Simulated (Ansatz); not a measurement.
Predict the output of the script below (the Python package of Ansatz (0.2.0)).

The script, `ge_vcrelax.py`:
```python
# -*- coding: utf-8 -*-
"""Cell relaxation of Ge."""

import json
import warnings

import ansatz as az
from ase import Atoms
from ase.io import write
import numpy as np

def edges_and_angles(cell):
    cell = np.asarray(cell)
    a, b, c = np.linalg.norm(cell, axis=1)
    cosines = cell[1] @ cell[2] / (b * c), cell[0] @ cell[2] / (a * c), cell[0] @ cell[1] / (a * b)
    return (a, b, c, *np.degrees(np.arccos(cosines)))

warnings.simplefilter("ignore", az.DeckWarning)

vectors = np.array([
    [-2.57449, 2.57449, 1.39741],
    [2.57449, -2.57449, 1.39741],
    [2.57449, 2.57449, -1.39741],
])
crystal = (
    az.Lattice.of(vectors)
    .atom("Ge", (0.25, 0.75, 0.5))
    .atom("Ge", (0.5, 0.5, 0.0))
)

# only the volume may change
base = crystal.calculation()
base = base.kpoints(12)
base = base.basis(420).occupations("fermi_dirac", width=0.15)
base = base.functional("lda").relax(force_tolerance=0.02, fix_cell=["shape"])
res = base.run(threads=1, backend="cpu", events_out="ge.ndjson")
with open("ge.ndjson") as stream:
    events = [json.loads(line) for line in stream]
steps = [e["data"] for e in events if e["event"] == "relax_step"]
summary = res.report
for s in steps:
    flag = "" if s["accepted"] else "  (rejected)"
    print("step %2d  E = %.5f eV  largest force component = %.4f eV/A%s" % (s["step"], s["lagrangian_ev"], s["allowed_force_max_ev_ang"], flag))

first, last = steps[0], steps[-1]
symbols = [site.symbol for site in res.lattice.sites]
print(f"energy gained {first['lagrangian_ev'] - last['lagrangian_ev']:.4f} eV in {len(steps) - 1} steps")
for label, vectors in (("before", first["cell_ang"]), ("after", res.lattice.cell_ang)):
    print(label, "a b c (A) {:.4f} {:.4f} {:.4f}  angles {:.2f} {:.2f} {:.2f}".format(*edges_and_angles(vectors)), f" V = {abs(np.linalg.det(vectors)):.3f} A^3")
print("final stress xx yy zz (GPa, compression positive):", np.round(np.diag(summary["stress_gpa"]), 3) + 0.0)

relaxed = Atoms(symbols, positions=[site.position_ang for site in res.lattice.sites], cell=res.lattice.cell_ang, pbc=True)
write("relaxed.vasp", relaxed, format="vasp")

print("relaxed fractional positions")
for site in res.lattice.sites:
    print(f"  {site.symbol:2s}", " ".join(f"{v % 1:8.5f}" for v in np.round(site.position_frac, 5)))

change = np.array(last["positions_ang"]) @ np.linalg.inv(last["cell_ang"]) - np.array(first["positions_ang"]) @ np.linalg.inv(first["cell_ang"])
moved = np.linalg.norm(change @ np.array(last["cell_ang"]), axis=1)
print("displacement within the cell, strain taken out (A):", " ".join(f"{s}:{d:.3f}" for s, d in zip(symbols, moved)))

print(f"free energy      {summary['free_energy_ev']:.5f} eV")
print(f"per atom         {summary['free_energy_ev'] / len(res.lattice.sites):.5f} eV")
print(f"SCF iterations   {summary['n_iterations']}  (converged: {summary['converged']})")
```

```console
$ python ge_vcrelax.py
step  1  E = -8431.09763 eV  largest force component = 0.0000 eV/A
step  2  E = -8431.10686 eV  largest force component = 0.0000 eV/A
step  3  E = -8431.10739 eV  largest force component = 0.0000 eV/A
step  4  E = -8431.10715 eV  largest force component = 0.0000 eV/A
energy gained 0.0095 eV in 3 steps
before a b c (A) 3.8998 3.8998 3.8998  angles 97.38 97.38 138.01  V = 37.048 A^3
after a b c (A) 3.8583 3.8583 3.8583  angles 97.38 97.38 138.01  V = 35.878 A^3
final stress xx yy zz (GPa, compression positive): [-0.382 -0.382  0.66 ]
relaxed fractional positions
  Ge  0.25000  0.75000  0.50000
  Ge  0.50000  0.50000  0.00000
displacement within the cell, strain taken out (A): Ge:0.000 Ge:0.000
free energy      -8431.10715 eV
per atom         -4215.55357 eV
SCF iterations   6  (converged: True)
```

File `relaxed.vasp` afterwards:
```text
Ge
 1.0000000000000000
    -2.5470942006647292    2.5470942006647292    1.3825398066999288
     2.5470942006647292   -2.5470942006647292    1.3825398066999288
     2.5470942006647292    2.5470942006647292   -1.3825398066999288
 Ge
   2
Cartesian
  2.5470942006647292 -0.0000000000000000  0.6912699033499644
 -0.0000000000000000 -0.0000000000000000  1.3825398066999288
```

Reading the output:
- Total energies depend on the potentials; only differences at equal settings carry meaning.
- Forces vanish by symmetry, so the ions can't move, and the end may be a saddle.
- Energies along a relaxation are free energies. Rows at an unchanged volume are solved on a plane-wave basis chosen afresh for that cell, so the energy can jump there; the script counts such rows among its steps.
- The smearing is wide enough that free energy and stress hold a thermal part of the electrons.
- Edges and angles are those of the cell as typed, here a primitive one, not of the conventional cell.
- This isn't the structure that Ge takes at ambient conditions.
- The whole script took 22 s on 1 thread of Arm Neoverse V1, on a shared host, peak memory 0.49 GiB.
